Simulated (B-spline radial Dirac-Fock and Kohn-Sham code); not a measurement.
# Inner shells of In⁺

Wanted for In⁺: its X-ray form factor and Compton profile and the binding energy of each subshell.

The numbers are computed with B-spline radial Dirac-Fock and Kohn-Sham code (version 2): a free atom or ion on a radial basis; each step names its model.

## 1. The atom as given

In⁺ in the configuration [Kr] 4d10 5s2.

| Item | Value |
| --- | --- |
| nuclear charge | 49 |
| electrons | 48 |
| mass number | 115 |
| nuclear rms radius | 4.6156 fm |

Outer shells as boxes (Hund's rule, for the drawing alone; heavy ions are jj-coupled, and the calculation averages over the configuration):

```
[Kr] core
4d [↑↓][↑↓][↑↓][↑↓][↑↓]
5s [↑↓]
```

## 2. X-ray scattering functions

Model: Dirac-Fock average of configuration, finite nucleus; form factor of the spherical density, Waller-Hartree incoherent function, impulse-approximation Compton profiles.

The run's settings:

```ini
task = scatter
Z = 49
charge = 1
configuration = 1s2 2s2 2p6 3s2 3p6 3d10 4s2 4p6 4d10 5s2
mass_number = 115
rms_radius = 4.6156  # fm
s = [0.0, 0.05, 0.1, 0.15, 0.2, 0.25, 0.3, 0.35, 0.4, 0.45, 0.5, 0.6, 0.7, 0.8, 0.9, 1.0, 1.1, 1.2, 1.4, 1.6, 1.8, 2.0, 2.5, 3.0, 3.5, 4.0, 5.0, 6.0]  # 1/A
pz = [0, 0.1, 0.2, 0.3, 0.4, 0.5, 0.6, 0.8, 1.0, 1.2, 1.4, 1.6, 1.8, 2.0, 2.5, 3.0, 4.0, 5.0, 7.0, 10.0, 15.0, 20.0, 30.0, 40.0, 60.0, 100.0]  # a.u.
photon_energy = [5000, 8047.8, 10000, 30000, 50000, 100000, 500000, 1000000]  # eV
```

The program writes no log. Results of the run, from its result record (rounded, main fields):

```text
{
  "status": "converged",
  "form_factor [e]": [48.0, 47.262, 45.296, 42.628, 39.717, 36.826, 34.078, 31.537, 29.239, 27.199, 25.416, 22.548, 20.407, 18.737, 17.331, 16.054, 14.841, 13.67, 11.491, 9.6368, 8.1819, 7.109, 5.5773, 4.7608, 4.087, 3.4486, 2.4051, 1.764],
  "incoherent": [-4.7278e-12, 0.97218, 3.1222, 5.3511, 7.3675, 9.2678, 11.087, 12.805, 14.419, 15.948, 17.414, 20.173, 22.648, 24.773, 26.555, 28.058, 29.357, 30.512, 32.532, 34.267, 35.77, 37.071, 39.62, 41.454, 42.819, 43.849, 45.2, 45.969],
  "compton_total [1/a.u.]": [8.0609, 7.9393, 7.6121, 7.1714, 6.719, 6.3262, 6.021, 5.6284, 5.3586, 5.0714, 4.7278, 4.3422, 3.9428, 3.5548, 2.7291, 2.1543, 1.5395, 1.2297, 0.81717, 0.44273, 0.19051, 0.096108, 0.032277, 0.013789, 0.0035336, 0.00044992],
  "shells": ["1s1/2", "2s1/2", "2p1/2", "2p3/2", "3s1/2", "3p1/2", "3p3/2", "3d3/2", "3d5/2", "4s1/2", "4p1/2", "4p3/2", "4d3/2", "4d5/2", "5s1/2"],
  "occupation": [2.0, 2.0, 2.0, 4.0, 2.0, 2.0, 4.0, 4.0, 6.0, 2.0, 2.0, 4.0, 4.0, 6.0, 2.0],
  "mean_momentum [a.u.]": [44.735, 15.763, 21.116, 20.128, 7.5671, 9.0388, 8.7509, 10.383, 10.273, 3.3663, 3.6765, 3.5605, 3.4092, 3.3582, 0.92729],
  "r2 [bohr^2]": 41.325,
  "r_inverse [1/bohr]": 291.04,
  "r1 [bohr]": 31.069,
  "coherent [b]": [891.94, 610.76, 499.85, 129.7, 59.945, 18.432, 0.91492, 0.23393],
  "incoherent_cross_section [b]": [6.2354, 9.4656, 11.192, 19.064, 21.121, 21.168, 13.695, 10.087]
}
```

The scattering functions against s = sin θ / λ:

```tsv
s (1/Å)	f (e)	f / N	S(s)
0	48.00	1.000	0
0.100	45.30	0.944	3.122
0.200	39.72	0.827	7.367
0.300	34.08	0.710	11.09
0.400	29.24	0.609	14.42
0.500	25.42	0.530	17.41
0.700	20.41	0.425	22.65
0.900	17.33	0.361	26.55
1.10	14.84	0.309	29.36
1.40	11.49	0.239	32.53
1.80	8.182	0.170	35.77
2.50	5.577	0.116	39.62
3.50	4.087	0.085	42.82
5.00	2.405	0.050	45.20
```

## 3. Binding energies

Model: Dirac-Fock average of configuration, Delta-SCF, finite nucleus, first-order Breit with its frequency dependence, self-energy and vacuum polarisation.

Recorded inputs:

```ini
task = binding
```

The program writes no log. Results of the run, from its result record (rounded, main fields):

```text
{
  "status": "converged",
  "shells": ["K", "L1", "L2", "L3", "M1", "M2", "M3", "M4", "M5", "N1", "N2", "N3", "N4", "N5", "O1"],
  "total_energy_parts [Ha]": [-5880.24363, 4.59317117, -0.467649925, -0.0384953277, 3.10879715, -0.390711831],
  "koopmans [eV]": [28110.5, 4305.04, 4002.86, 3791.0, 861.989, 738.798, 699.368, 483.975, 476.003, 151.866, 109.504, 102.549, 35.4766, 34.5207, 17.2998],
  "dirac_coulomb [eV]": [28045.6, 4270.18, 3964.63, 3753.88, 847.145, 723.493, 684.52, 467.753, 459.973, 147.416, 105.386, 98.6698, 32.6173, 31.7492, 17.0387],
  "gaunt [eV]": [-64.724, -5.75543, -10.389, -7.44101, -0.763867, -1.51746, -0.978947, -0.39516, -0.159627, -0.10718, -0.214821, -0.119614, -0.00269701, 0.0252062, -0.00902151],
  "retardation [eV]": [4.63109, 0.363925, 1.1592, 1.15731, 0.0326551, 0.165337, 0.165113, 0.020536, 0.0200926, 0.00454469, 0.0251071, 0.0249466, -0.00156883, -0.00151279, 0.000402748],
  "breit_frequency [eV]": [0.46368, -0.0474256, -0.00141377, 0.201628, -0.0111767, -0.00733805, 0.0338449, -0.00559954, -0.00228133, -0.00199384, -0.00142932, 0.00579469, -0.000607565, -0.000228316, -0.000139183],
  "self_energy [eV]": [-34.7052, -4.20782, 0.319004, -0.0768615, -0.830133, 0.0656493, -0.00555618, 0.082692, 0.0586612, -0.15008, 0.0192092, 0.00671056, 0.0165999, 0.0137, -0.012706],
  "vacuum_polarisation [eV]": [4.5102, 0.506964, -0.0165635, -0.0295184, 0.0968084, -0.00482748, -0.00760598, -0.00714082, -0.0070068, 0.0175234, -0.00167447, -0.00215517, -0.00163007, -0.00159901, 0.00147842],
  "binding [eV]": [27955.7, 4261.04, 3955.7, 3747.69, 845.669, 722.194, 683.727, 467.449, 459.883, 147.179, 105.212, 98.5855, 32.6274, 31.7848, 17.0187],
  "mean_radius [bohr]": [0.0297057, 0.127924, 0.108557, 0.113786, 0.346458, 0.33818, 0.348884, 0.321201, 0.324669, 0.852617, 0.908396, 0.936475, 1.15519, 1.17164, 2.58276]
}
```

total_energy_parts: Dirac-Coulomb, Gaunt, retardation, frequency dependence, self-energy, vacuum polarisation. 

Each level as Koopmans' value plus corrections (eV):

```tsv
level	-ε	relaxation	Breit	QED	binding
K (1s)	28110.5	-64.98	-59.63	-30.20	27955.7
L1 (2s)	4305.0	-34.87	-5.44	-3.70	4261.0
L2 (2p1/2)	4002.9	-38.24	-9.23	0.30	3955.7
L3 (2p3/2)	3791.0	-37.13	-6.08	-0.11	3747.7
M1 (3s)	862.0	-14.84	-0.74	-0.73	845.7
M2 (3p1/2)	738.8	-15.31	-1.36	0.06	722.2
M3 (3p3/2)	699.4	-14.85	-0.78	-0.01	683.7
M4 (3d3/2)	484.0	-16.22	-0.38	0.08	467.4
M5 (3d5/2)	476.0	-16.03	-0.14	0.05	459.9
N1 (4s)	151.9	-4.45	-0.10	-0.13	147.2
N2 (4p1/2)	109.5	-4.12	-0.19	0.02	105.2
N3 (4p3/2)	102.5	-3.88	-0.09	0.00	98.59
N4 (4d3/2)	35.48	-2.86	0.00	0.01	32.63
N5 (4d5/2)	34.52	-2.77	0.02	0.01	31.78
O1 (5s)	17.30	-0.26	-0.01	-0.01	17.02
```

X-ray lines as differences of these levels:

```tsv
line	energy (eV)
Kβ2' (K-N3)	27857.2
Kβ2'' (K-N2)	27850.5
Kβ1 (K-M3)	27272.0
Kβ3 (K-M2)	27233.6
Kα1 (K-L3)	24208.1
Kα2 (K-L2)	24000.0
Lγ3 (L1-N3)	4162.5
Lγ2 (L1-N2)	4155.8
Lγ1 (L2-N4)	3923.1
Lγ5 (L2-N1)	3808.5
Lβ7 (L3-O1)	3730.7
Lβ2 (L3-N5)	3715.9
Lβ15 (L3-N4)	3715.1
Lβ6 (L3-N1)	3600.5
```

## 4. What came out

| quantity | value |
| --- | --- |
| rms radius of the electron cloud | 0.928 bohr |
| form factor halves at | 0.55 1/Å |
| Compton profile at zero | 8.061 1/a.u. |
| deepest level listed, K (1s) | 27955.7 eV |
| least bound, O1 (5s) | 17.02 eV |
| Kα1 | 24208.1 eV |
| ionisation energy, NIST (measured) | 18.8704 eV |

**Reading.** f falls from 48 to half of that at s = 0.55 1/Å. Incoherent scattering outweighs coherent from 100 keV on, among the energies asked. For K (1s), relaxation takes off 65.0 eV, Breit terms shift it by -59.63 and QED by -30.20 eV. NIST's ionisation energy differs by +1.85 eV from the least binding energy; correlation is missing from the calculation. The Hartree-Fock and Dirac-Fock values hold no electron correlation.
